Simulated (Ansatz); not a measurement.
# C2H5AlSi: the cost of one run

Method: the settings change from run to run; program: Ansatz 0.2.0, Gaussian basis.

## (1) The molecule

The structure was relaxed beforehand with PBE0-D4 in a triple-zeta def2 set.

9 atoms, charge 0, spin multiplicity 1.

Atoms are counted from 1 here; the program's logs count them from 0.

Bond lengths: C1–C2 1.208 Å, C1–H5 1.066 Å, C2–Si3 1.832 Å, Si3–Al4 2.457 Å, Si3–H6 1.488 Å, Si3–H7 1.488 Å, Al4–H8 1.588 Å, Al4–H9 1.588 Å. Angles: C2–C1–H5 178.8°, C1–C2–Si3 174.7°, C2–Si3–Al4 101.7°, C2–Si3–H6 108.2°, C2–Si3–H7 108.2°, Al4–Si3–H6 115.1°, Al4–Si3–H7 115.1°, H6–Si3–H7 108.1°, Si3–Al4–H8 120.1°, Si3–Al4–H9 120.1°, H8–Al4–H9 119.7°.

## (2) HSE06/aug-cc-pVDZ

Set apart from the defaults: coordinates scaled by 0.96, finite nuclei, a point charge of 2.00 e beside it, the search for lower states set to light.

Input file in.yaml:

```yaml
crystal:
  periodic: [false, false, false]
  atoms:
    - {symbol: C, position_ang: [0.174177, 1.051071, -2.092466]}
    - {symbol: C, position_ang: [0.464885, 0.788888, -1.000803]}
    - {symbol: Si, position_ang: [0.778527, 0.291984, 0.657219]}
    - {symbol: Al, position_ang: [-0.982151, -1.229552, 1.039715]}
    - {symbol: H, position_ang: [-0.066187, 1.296411, -3.056511]}
    - {symbol: H, position_ang: [0.761457, 1.458477, 1.482296]}
    - {symbol: H, position_ang: [2.090446, -0.271438, 0.712765]}
    - {symbol: H, position_ang: [-0.811466, -2.701314, 0.682447]}
    - {symbol: H, position_ang: [-2.324730, -0.728977, 1.559017]}
basis:
  gaussian: {orbitals: aug-cc-pVDZ, nuclear_model: gaussian, point_charges: [{charge: 2.00, position_ang: [6.928, -0.327, 0.921]}]}
hamiltonian: {xc: {name: HSE06}}
scf: {lower_state_search: light}
```

Launch:

```
$ ansatz run in.yaml --threads 2 --pin off --events-out ev --progress --plain --max-ram 4352MiB
```

Q: Estimate wall time and peak memory on 2 threads of Arm Neoverse N1, shared host.

About 6 s, with a peak of 0.29 GiB.
